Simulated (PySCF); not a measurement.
**TiBrCl3 (SMILES [Cl][Ti]([Cl])([Cl])[Br]) at 6 levels**

Wanted: a comparison of 6 runs (HF/STO-3G, HF/3-21G, HF/def2-SVP, B2PLYP/STO-3G, PBE0/def2-SVP, B3LYP/6-31G*) of TiBrCl3. Input form: a Python script.

The calculation is run with PySCF 2.14.0.

**1. The molecule**

TiBrCl3 has 5 atoms, charge 0, and is taken as a singlet. As SMILES, `[Cl][Ti]([Cl])([Cl])[Br]`. The coordinates come from a PBE0-D4/def2-TZVP relaxation.

Bond lengths: Cl1–Ti2 2.161 Å, Ti2–Cl3 2.161 Å, Ti2–Cl4 2.161 Å, Ti2–Br5 2.317 Å. Angles: Cl1–Ti2–Cl3 109.6°, Cl1–Ti2–Cl4 109.6°, Cl1–Ti2–Br5 109.4°, Cl3–Ti2–Cl4 109.6°, Cl3–Ti2–Br5 109.4°, Cl4–Ti2–Br5 109.4°.

**2. Energy and forces at HF/STO-3G (run 1)**

run.py reads:

```python
from pyscf import gto, scf

system = gto.M(
    atom='''
Cl    -1.024000    -0.221400     1.891200
Ti     0.006800    -0.046700    -0.000400
Cl     1.966200    -0.945100     0.157300
Cl    -1.129100    -1.053100    -1.539300
Br     0.230000     2.192600    -0.550200
''',
    basis='sto-3g',
    verbose=4,
    max_memory=1860,
)

myscf = scf.RHF(system)
myscf.conv_tol = 1e-10
myscf.kernel()
if not myscf.converged:
    myscf = myscf.newton().run(myscf.mo_coeff, myscf.mo_occ)

etot = myscf.e_tot
print('Final energy', etot)
grad = myscf.nuc_grad_method().kernel()
dip = myscf.dip_moment()
pop, q = myscf.mulliken_pop()
```

Run with:

```sh
$ OMP_NUM_THREADS=1 python run.py
```

Standard output:

```text
PySCF version 2.14.0

[... 59 lines left out ...]
converged SCF energy = -4748.64286977057
Final energy -4748.642869770572
[... 11 lines left out ...]
Dipole moment(X, Y, Z, Debye):  0.08656,  0.86760, -0.21263
[... 69 lines left out ...]
charge of    4Br =     -0.07469
```

Run time: 5.7 s. Hardware: 1 thread of AMD EPYC 9R14 (Zen 4), shared host; peak memory 0.13 GiB.

**3. Energy and forces at HF/3-21G (run 2)**

run.py reads:

```python
import pyscf.grad
from pyscf import gto

mol = gto.M(
    atom='''
Cl    -1.024000    -0.221400     1.891200
Ti     0.006800    -0.046700    -0.000400
Cl     1.966200    -0.945100     0.157300
Cl    -1.129100    -1.053100    -1.539300
Br     0.230000     2.192600    -0.550200
''',
    basis='3-21g',
    verbose=4,
    max_memory=1860,
    spin=0,
)

mf = mol.RHF()
mf.conv_tol = 1e-10
mf.kernel()
if not mf.converged:
    mf = mf.newton().run(mf.mo_coeff, mf.mo_occ)

e_final = mf.e_tot
print('E(%s) = %.9f' % ('HF', e_final))
grad = mf.Gradients().kernel()
dip = mf.dip_moment()
pop, q = mf.mulliken_pop()
```

Run with:

```sh
$ OMP_NUM_THREADS=1 python run.py
```

Standard output:

```text
PySCF version 2.14.0

[... 65 lines left out ...]
converged SCF energy = -4776.42121601676
[... 12 lines left out ...]
Dipole moment(X, Y, Z, Debye):  0.07250,  0.72654, -0.17803
[... 94 lines left out ...]
charge of    4Br =     -0.18966
```

Run time: 6.3 s. Hardware: 1 thread of AMD EPYC 9R14 (Zen 4), shared host; peak memory 0.18 GiB.

**4. Energy and gradient at HF/def2-SVP (run 3)**

input.py reads:

```python
# [Cl][Ti]([Cl])([Cl])[Br]
import pyscf.grad
from pyscf import gto

system = gto.Mole()
system.atom = '''
Cl    -1.024000    -0.221400     1.891200
Ti     0.006800    -0.046700    -0.000400
Cl     1.966200    -0.945100     0.157300
Cl    -1.129100    -1.053100    -1.539300
Br     0.230000     2.192600    -0.550200
'''
system.basis = 'def2-svp'
system.charge = 0
system.verbose = 4
system.max_memory = 1860
system.spin = 0
system.build()

hf = system.RHF()
hf.conv_tol = 1e-10
hf.kernel()
if not hf.converged:
    hf = hf.newton().run(hf.mo_coeff, hf.mo_occ)

e_tot = hf.e_tot
print('E = %.10f Eh' % e_tot)
grad = hf.Gradients().kernel()
dip = hf.dip_moment()
pop, q = hf.mulliken_pop()
```

Run with:

```sh
$ OMP_NUM_THREADS=1 python input.py
```

Standard output:

```text
PySCF version 2.14.0

[... 67 lines left out ...]
converged SCF energy = -4798.69283969186
[... 12 lines left out ...]
Dipole moment(X, Y, Z, Debye):  0.01581,  0.15788, -0.03849
[... 123 lines left out ...]
charge of    4Br =     -0.19858
```

Wall time 18 s (1 thread of AMD EPYC 9R14 (Zen 4), shared host); peak memory 0.3 GiB.

Runs 4 to 5 aren't shown in full; the table further down has their settings and results.

**5. Energy and gradient at B3LYP/6-31G(d) (spherical functions) (run 6)**

run.py reads:

```python
import pyscf.grad
from pyscf import gto, dft

mol = gto.M(
    atom='''
Cl  -1.024000  -0.221400   1.891200
Ti   0.006800  -0.046700  -0.000400
Cl   1.966200  -0.945100   0.157300
Cl  -1.129100  -1.053100  -1.539300
Br   0.230000   2.192600  -0.550200
''',
    spin=0,
    max_memory=1860,
    verbose=3,
    basis='6-31g*',
)

mf = dft.RKS(mol)
mf.xc = 'b3lyp'
mf.grids.level = 5
mf.conv_tol = 1e-10
mf.kernel()
if not mf.converged:
    mf = mf.newton().run(mf.mo_coeff, mf.mo_occ)

e_tot = mf.e_tot
print('E = %.10f Eh' % e_tot)
grad = mf.Gradients().kernel()
dip = mf.dip_moment()
pop, q = mf.mulliken_pop()
```

Run with:

```sh
$ OMP_NUM_THREADS=1 python run.py
```

Standard output:

```text
converged SCF energy = -4804.13822827444
[... 9 lines left out ...]
Dipole moment(X, Y, Z, Debye):  0.03207,  0.32122, -0.07865
[... 126 lines left out ...]
charge of    4Br =     -0.08848
```

It took 64 s on 1 thread of AMD EPYC 9R14 (Zen 4), shared host; peak memory 1.2 GiB.

**6. The series**

```tsv
run	level	task	frozen core orbitals	energy (Eh)	dipole moment (D)	HOMO energy (eV)	LUMO energy (eV)	wall time
1	HF/STO-3G	gradient	–	-4748.642870	0.90	-10.15	4.50	5.7 s
2	HF/3-21G	gradient	–	-4776.421216	0.75	-12.56	-1.09	6.3 s
3	HF/def2-SVP	gradient	–	-4798.692840	0.16	-12.12	-0.17	18 s
4	B2PLYP/STO-3G	energy	29	-4751.689823	1.03	-8.20	1.97	6.9 s
5	PBE0/def2-SVP	gradient	–	-4802.683486	0.19	-9.11	-3.81	37 s
6	B3LYP/6-31G* (spherical functions)	gradient	–	-4804.138228	0.33	-8.97	-4.11	64 s
```

**7. Outcome**

| quantity | value |
| --- | --- |
| run 6: total energy | -4804.13823 Eh |
| run 6: dipole moment | 0.33 D |
| run 6: HOMO energy | -8.97 eV |
| run 6: LUMO energy | -4.11 eV |
| run 6: HOMO–LUMO gap | 4.86 eV |
| run 6: largest force on an atom | 0.311 eV/Å |

The dipole moment (its size) runs from 0.16 D (HF/def2-SVP) to 1.03 D (B2PLYP/STO-3G). The two ends differ in method and basis. A double hybrid's value is that of its SCF part. The HOMO–LUMO gap runs from 4.86 eV (B3LYP/6-31G*) to 14.65 eV (HF/STO-3G). Totals of different functionals can't be ranked against each other. In runs 1, 4 the basis is minimal, so the values are rough. All runs together took 2.3 min, the longest 64 s.
